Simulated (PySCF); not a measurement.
**C₅H₁₁BO: electronic excitations**

Aim: predict the electronic excitations of C₅H₁₁BO (`C=C(C)BOCC`).

The runs use PySCF 2.14.0, with density-fitted response routines of our own; the level of theory stands in each step. All values are computed, except where a source is named. Atoms count from 0, in the outputs and in this text.

### 1 The starting structure

18 atoms, charge 0, multiplicity 1; geometry from: GFN2-xTB.

Bonds of the start (Å): C0–C1 1.33, C1–C2 1.50, C1–B3 1.57, B3–O4 1.33, O4–C5 1.41, C5–C6 1.53, C0–H7 1.08, C0–H8 1.08, C2–H9 1.09, C2–H10 1.09, C2–H11 1.09, B3–H12 1.19, C5–H13 1.10, C5–H14 1.10, C6–H15 1.09, C6–H16 1.09, C6–H17 1.09.

### 2 TDDFT and polarisability: PBE0/def2-SVPD

Job settings and geometry (Å):

```
{"job": {"kind": "uv", "xc": "PBE0", "basis": "def2-SVPD", "nstates": 8, "ntriplets": 3}, "charge": 0, "multiplicity": 1}
C     -2.687675     1.130270    -0.427892
C     -1.716048     0.372716     0.077658
C     -2.042255    -0.940225     0.732606
B     -0.209435     0.811697     0.011877
O      0.687785     0.001268     0.568350
C      2.076521     0.219898     0.569741
C      2.768029    -0.777183    -0.354250
H     -2.477244     2.075276    -0.900114
H     -3.728113     0.841584    -0.390463
H     -3.111458    -1.144218     0.715837
H     -1.696755    -0.931531     1.765022
H     -1.516810    -1.745907     0.222659
H      0.110277     1.827371    -0.508300
H      2.304537     1.246382     0.253203
H      2.427572     0.081957     1.599739
H      2.528561    -1.793377    -0.051367
H      2.428962    -0.631882    -1.377309
H      3.844791    -0.637778    -0.312932
```

Method: TDDFT PBE0/def2-SVPD, vertical, gas phase, core orbitals frozen in the response.

The run is started by

```sh
> OMP_NUM_THREADS=1 python probes_run.py task.json out
```

This one command runs all jobs of the session in turn.

What will the session give for the following? lowest singlet (PBE0/def2-SVPD); brightest single state of those computed; lowest triplet. Wanted: lowest singlet; brightest single state of those computed; lowest triplet.

The runs gave:

```
                                quantity                        value
         lowest singlet (PBE0/def2-SVPD)  5.71 eV (217 nm), f = 0.001
brightest single state of those computed  state 2, 6.04 eV, f = 0.342
                          lowest triplet                      3.81 eV
```

The lowest singlet, at 5.71 eV, is HOMO−1→LUMO 0.99 and is dark; of the 8 states computed, the strongest absorption comes from state 2 at 6.04 eV. The lowest triplet lies 1.90 eV below the lowest singlet (triplets in Tamm-Dancoff, singlets in full TDDFT).
